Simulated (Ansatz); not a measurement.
# CuF: the cost of one run

Computed with Ansatz 0.2.0 (DFT PBE, scalar-relativistic, plane waves, PAW, unless a step's input says otherwise).

### Step 1. The system as given

It takes space group P-6m2 (No. 187, hexagonal). The conventional cell has a = 3.706 Å, b = 3.706 Å, c = 14.000 Å, α = 90.00°, β = 90.00°, γ = 120.00°. Cu (site symmetry -6m2) is surrounded by 3 F at 2.14 Å. F (site symmetry -6m2) has 3 Cu at 2.14 Å as nearest neighbours.

As a file:

```
Cu F
1.0
     3.70602    0.00000    0.00000
    -1.85301    3.20951    0.00000
     0.00000    0.00000   14.00000
Cu F
1 1
Cartesian
  1.8530 1.0698 7.0000
  0.0000 2.1397 7.0000
```

A structure generator made this guess: random sheet by layer group and Wyckoff sites. The dimensions are guesses.

Only a and b are periodic; c spans vacuum, so the box's volume, pressure and space group aren't properties of the sheet.

### Step 2. Probe: one point on a coarse mesh

Input file input.yaml:

```yaml
crystal:
  lattice:
    - [3.706025, 0.0, 0.0]
    - [-1.853012, 3.209512, 0.0]
    - [0.0, 0.0, 14.0]
  atoms:
    - { symbol: Cu, position: [0.66666667, 0.33333333, 0.5], spin: 1.0 }
    - { symbol: F, position: [0.33333333, 0.66666667, 0.5] }
  periodic: [true, true, false]
basis:
  ecutwfc: 420
kpoints:
  mp_grid: { grid: [6, 6, 1] }
hamiltonian:
  xc: pbe
scf:
  occupations: { method: gaussian, width: 0.1 }
  lower_state_search: "off"
output:
  forces: true
  stress: true
  eigenvalues: true
  populations: true
magnetization:
  spin_polarized: true
```

On the command line:

```sh
$ ansatz run input.yaml --threads 1 --pin off --max-ram 2048MiB --backend cpu --events-out ev --progress --plain --runs-dir out
```

Q: Estimate wall time and peak memory on 1 thread of Arm Neoverse V1, shared host.

About 14 s, with a peak of 0.42 GiB.
